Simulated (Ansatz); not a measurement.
# FGeH6N2P: the cost of one run

Program: Ansatz 0.2.0. Level of theory: RKS PBE0-D4/def2-SVP. These are calculated values, not measurements.

## (1) The system as given

Bond lengths: N1–P2 1.744 Å, P2–N3 1.785 Å, P2–Ge4 2.290 Å, Ge4–F5 1.817 Å, N1–H6 1.062 Å, N1–H7 1.092 Å, N3–H8 1.109 Å, N3–H9 1.094 Å, Ge4–H10 1.481 Å, Ge4–H11 1.550 Å. Angles (14 of 15 angles, heavy atoms first): N1–P2–N3 91.8°, N1–P2–Ge4 95.8°, N3–P2–Ge4 94.0°, P2–Ge4–F5 107.8°, P2–N1–H6 109.3°, P2–N1–H7 105.9°, P2–N3–H8 104.6°, P2–N3–H9 106.7°, P2–Ge4–H10 111.1°, P2–Ge4–H11 108.1°, F5–Ge4–H10 109.7°, F5–Ge4–H11 105.9°, H6–N1–H7 101.2°, H8–N3–H9 103.5°.

As a file:

```xyz
11

N    -1.3632    0.7082    0.5610
P     0.3808    0.7351    0.5380
N     0.4720   -0.8504    1.3521
Ge    0.5979   -0.1521   -1.5619
F    -0.5669   -1.5390   -1.7022
H    -1.7066    0.9975    1.5235
H    -1.6835    1.5591   -0.0434
H     1.5469   -1.1217    1.3178
H     0.2887   -0.6690    2.4156
H     1.9788   -0.6349   -1.7954
H     0.1204    0.9102   -2.5845
```

## (2) Relaxing end A

File input.yaml:

```yaml
crystal:
  periodic: [false, false, false]
  atoms:
    - { symbol: "N", position_ang: [-1.3632, 0.7082, 0.561] }
    - { symbol: P, position_ang: [0.3808, 0.7351, 0.538] }
    - { symbol: "N", position_ang: [0.472, -0.8504, 1.3521] }
    - { symbol: Ge, position_ang: [0.5979, -0.1521, -1.5619] }
    - { symbol: F, position_ang: [-0.5669, -1.539, -1.7022] }
    - { symbol: H, position_ang: [-1.7066, 0.9975, 1.5235] }
    - { symbol: H, position_ang: [-1.6835, 1.5591, -0.0434] }
    - { symbol: H, position_ang: [1.5469, -1.1217, 1.3178] }
    - { symbol: H, position_ang: [0.2887, -0.669, 2.4156] }
    - { symbol: H, position_ang: [1.9788, -0.6349, -1.7954] }
    - { symbol: H, position_ang: [0.1204, 0.9102, -2.5845] }
basis:
  gaussian: { orbitals: def2-SVP }
hamiltonian:
  xc: pbe0
  dispersion: d4
relax:
  f_tol: 0.02
  max_steps: 50
output:
  orbitals: {}
```

The run is started by

```bash
$ ansatz run input.yaml --threads 2 --pin off --max-ram 3072MiB --backend cpu --events-out ev --progress --plain --runs-dir out
```

**Question.** How long does this run take on 2 threads of Arm Neoverse V1, shared host, and how much memory does it need?

About 1.9 min, with a peak of 0.33 GiB.
